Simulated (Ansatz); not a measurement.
PdPt:

```
Pt Pd
1.0
     1.38340    0.79871    4.56037
    -1.38340    0.79871    4.56037
     0.00000   -1.59741    4.56037
Pt Pd
1 1
Direct
  0.50000 0.50000 0.50000
  0.00000 0.00000 0.00000
```

The cell comes from a database or a generator and needn't be the stable form of this composition.

- Program: Ansatz 0.2.0
- Task: relaxation of cell and atoms
- Functional: RPBE
- Potentials or basis: Ansatz PAW
- Cutoff: 420 eV (not typed: the program's choice for these potentials)
- k mesh: 11 × 11 × 11
- Occupations: fermi-dirac, width 0.05 eV
- Spin: no spin polarisation

At the start: volume 15.12 Å³/atom.

**Question.** How do energy, volume and symmetry change on relaxing?

**Answer.** It ends after 5 steps and the volume is 15.76 Å³/atom (+4.2 %); space group R-3m (No. 166, to 0.05 Å).

The path:
| step | energy change (eV) | largest force (eV/Å) | volume (Å³) |
| --- | --- | --- | --- |
| 1 | 0.0000 | 0.0000 | 30.23 |
| 2 | -0.0336 | 0.0000 | 31.56 |
| 3 | -0.0337 | 0.0000 | 31.52 |
| 4 | -0.0337 | 0.0000 | 31.52 |
| 5 | -0.0343 | 0.0000 | 31.52 |

Final structure:
```yaml
crystal:
  lattice:
    - [1.40571, 0.81159, 4.60443]
    - [-1.40571, 0.81159, 4.60443]
    - [0.00000, -1.62318, 4.60443]
  atoms:
    - { symbol: Pt, position: [0.50000, 0.50000, 0.50000] }
    - { symbol: Pd, position: [0.00000, 0.00000, 0.00000] }
```

Caveat: the plane-wave basis is chosen anew once the cell has moved, so the energies of steps on either side of that aren't comparable; the PAW data sets come from PBE, with cores solved anew for the run's functional, which leaves a small shift of forces and pressure.
